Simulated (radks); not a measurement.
**Ionising terbium step by step, Tb⁴⁴⁺ to Tb⁶⁴⁺**

Aim: the successive ionisation energies of terbium, each ion in the ground configuration that NIST lists, set against the tabulated values. Each value is a difference of total energies (Δ-SCF).

Program: radks (a radial shooting solver on a logarithmic mesh, Libxc functionals) version 1. Level of theory: non-relativistic Kohn-Sham, PBE, spin-polarised, spherical densities, point nucleus; open shells are filled with parallel spins first. These are calculated values, not measurements, unless marked.

### Step 1. The system

| Quantity | Value |
| --- | --- |
| element | terbium (Z = 65) |
| charges | 44 to 64 |
| first configuration | [Ar] 3d3 |
| last configuration | 1s1 |

The outer shells:

Tb⁴⁴⁺
```
[Ar] core
3d [↑ ][↑ ][↑ ][  ][  ]
```

Tb⁶⁴⁺
```
1s [↑ ]
```

### Step 2. Tb⁴⁴⁺, [Ar] 3d3

Input:

```text
Z 65
configuration [Ar] 3d3
relativity non-relativistic
functional pbe,pbe
spin polarised
nucleus point
```

### Step 3. Tb⁴⁵⁺, [Ar] 3d2

Input:

```text
Z 65
configuration [Ar] 3d2 4s0 4p0
relativity non-relativistic
functional pbe,pbe
spin polarised
nucleus point
```

### Step 4. Tb⁴⁶⁺, [Ar] 3d1

Input:

```text
Z 65
configuration [Ar] 3d1 4s0 4p0
relativity non-relativistic
functional pbe,pbe
spin polarised
nucleus point
```

### Step 5. Tb⁴⁷⁺, [Ar]

Input:

```text
Z 65
configuration [Ar]
relativity non-relativistic
functional pbe,pbe
spin polarised
nucleus point
```

### Step 6. Tb⁴⁸⁺, [Ne] 3s2 3p5

Input:

```text
Z 65
configuration [Ne] 3s2 3p5
relativity non-relativistic
functional pbe,pbe
spin polarised
nucleus point
```

### Step 7. Tb⁴⁹⁺, [Ne] 3s2 3p4

Input:

```text
Z 65
configuration [Ne] 3s2 3p4
relativity non-relativistic
functional pbe,pbe
spin polarised
nucleus point
```

### Step 8. Tb⁵⁰⁺, [Ne] 3s2 3p3

Input:

```text
Z 65
configuration [Ne] 3s2 3p3
relativity non-relativistic
functional pbe,pbe
spin polarised
nucleus point
```

### Step 9. Tb⁵¹⁺, [Ne] 3s2 3p2

Input:

```text
Z 65
configuration [Ne] 3s2 3p2
relativity non-relativistic
functional pbe,pbe
spin polarised
nucleus point
```

### Step 10. Tb⁵²⁺, [Ne] 3s2 3p1

Input:

```text
Z 65
configuration [Ne] 3s2 3p1
relativity non-relativistic
functional pbe,pbe
spin polarised
nucleus point
```

### Step 11. Tb⁵³⁺, [Ne] 3s2

Input:

```text
Z 65
configuration [Ne] 3s2
relativity non-relativistic
functional pbe,pbe
spin polarised
nucleus point
```

### Step 12. Tb⁵⁴⁺, [Ne] 3s1

Input:

```text
Z 65
configuration [Ne] 3s1 3p0 4s0
relativity non-relativistic
functional pbe,pbe
spin polarised
nucleus point
```

### Step 13. Tb⁵⁵⁺, [Ne]

Input:

```text
Z 65
configuration [Ne] 3s0 3p0
relativity non-relativistic
functional pbe,pbe
spin polarised
nucleus point
```

### Step 14. Tb⁵⁶⁺, [He] 2s2 2p5

Input:

```text
Z 65
configuration [He] 2s2 2p5 3s0 3p0
relativity non-relativistic
functional pbe,pbe
spin polarised
nucleus point
```

### Step 15. Tb⁵⁷⁺, [He] 2s2 2p4

Input:

```text
Z 65
configuration [He] 2s2 2p4
relativity non-relativistic
functional pbe,pbe
spin polarised
nucleus point
```

### Step 16. Tb⁵⁸⁺, [He] 2s2 2p3

Input:

```text
Z 65
configuration [He] 2s2 2p3
relativity non-relativistic
functional pbe,pbe
spin polarised
nucleus point
```

### Step 17. Tb⁵⁹⁺, [He] 2s2 2p2

Input:

```text
Z 65
configuration [He] 2s2 2p2
relativity non-relativistic
functional pbe,pbe
spin polarised
nucleus point
```

### Step 18. Tb⁶⁰⁺, [He] 2s2 2p1

Input:

```text
Z 65
configuration [He] 2s2 2p1 3s0 3p0
relativity non-relativistic
functional pbe,pbe
spin polarised
nucleus point
```

### Step 19. Tb⁶¹⁺, [He] 2s2

Input:

```text
Z 65
configuration [He] 2s2
relativity non-relativistic
functional pbe,pbe
spin polarised
nucleus point
```

### Step 20. Tb⁶²⁺, [He] 2s1

Input:

```text
Z 65
configuration [He] 2s1
relativity non-relativistic
functional pbe,pbe
spin polarised
nucleus point
```

### Step 21. Tb⁶³⁺, [He]

Input:

```text
Z 65
configuration [He]
relativity non-relativistic
functional pbe,pbe
spin polarised
nucleus point
```

### Step 22. Tb⁶⁴⁺, 1s1

Input:

```text
Z 65
configuration 1s1 2s0 2p0
relativity non-relativistic
functional pbe,pbe
spin polarised
nucleus point
```

Before running it: what results should come out? Wanted: for each run, species; configuration; Δ-SCF; −ε(HOMO); NIST; error.

**Answer**, as computed:

| species | configuration | Δ-SCF (eV) | −ε(HOMO) (eV) | NIST (eV) | error (%) |
| --- | --- | --- | --- | --- | --- |
| Tb⁴⁴⁺ | [Ar] 3d3 | 3554.3 | 3497.4 | 3573 (theory) | -0.5 |
| Tb⁴⁵⁺ | [Ar] 3d2 | 3668.5 | 3611.3 | 3698 (theory) | -0.8 |
| Tb⁴⁶⁺ | [Ar] 3d1 | 3783.4 | 3725.9 | 3814 (theory) | -0.8 |
| Tb⁴⁷⁺ | [Ar] | 4099.4 | 4049.7 | 4139 (theory) | -1.0 |
| Tb⁴⁸⁺ | [Ne] 3s2 3p5 | 4198.2 | 4148.9 | 4242 (theory) | -1.0 |
| Tb⁴⁹⁺ | [Ne] 3s2 3p4 | 4295.5 | 4247.2 | 4355 (theory) | -1.4 |
| Tb⁵⁰⁺ | [Ne] 3s2 3p3 | 4424.7 | 4373.8 | 4460 (theory) | -0.8 |
| Tb⁵¹⁺ | [Ne] 3s2 3p2 | 4526.1 | 4475.6 | 4760 (theory) | -4.9 |
| Tb⁵²⁺ | [Ne] 3s2 3p1 | 4625.8 | 4576.3 | 4877 (theory) | -5.1 |
| Tb⁵³⁺ | [Ne] 3s2 | 4832.0 | 4787.8 | 5103 (theory) | -5.3 |
| Tb⁵⁴⁺ | [Ne] 3s1 | 4937.7 | 4893.2 | 5217 (theory) | -5.4 |
| Tb⁵⁵⁺ | [Ne] | 11593.5 | 11457.8 | 11673 (theory) | -0.7 |
| Tb⁵⁶⁺ | [He] 2s2 2p5 | 11863.3 | 11728.9 | 11957 (theory) | -0.8 |
| Tb⁵⁷⁺ | [He] 2s2 2p4 | 12128.5 | 11997.1 | 12272 (theory) | -1.2 |
| Tb⁵⁸⁺ | [He] 2s2 2p3 | 12489.5 | 12349.5 | 12563 (theory) | -0.6 |
| Tb⁵⁹⁺ | [He] 2s2 2p2 | 12767.8 | 12629.2 | 13658 (theory) | -6.5 |
| Tb⁶⁰⁺ | [He] 2s2 2p1 | 13041.1 | 12905.7 | 14003 (theory) | -6.9 |
| Tb⁶¹⁺ | [He] 2s2 | 13420.2 | 13319.8 | 14434 (theory) | -7.0 |
| Tb⁶²⁺ | [He] 2s1 | 13679.4 | 13578.6 | 14721.0 (theory) | -7.1 |
| Tb⁶³⁺ | [He] | 56372 | 55971 | 59741.1 (theory) | -5.6 |
| Tb⁶⁴⁺ | 1s1 | 57473 | 57069 | 61050 (theory) | -5.9 |

**Reading.** Reference values: NIST Atomic Spectra Database (exp. measured, semi-emp. semi-empirical, theory a theoretical value adopted there). The steepest step, after dividing by the final charge, comes at Tb⁶³⁺ in [He], where the value goes from 13679.4 to 56372 eV. There the highest level belongs to another shell. Minus the highest eigenvalue gives 98 to 99 % of the Δ-SCF value along the ladder. Relativity is left out here, which matters for elements this heavy. Open shells are spherical and high-spin; term and fine-structure splittings are not resolved.
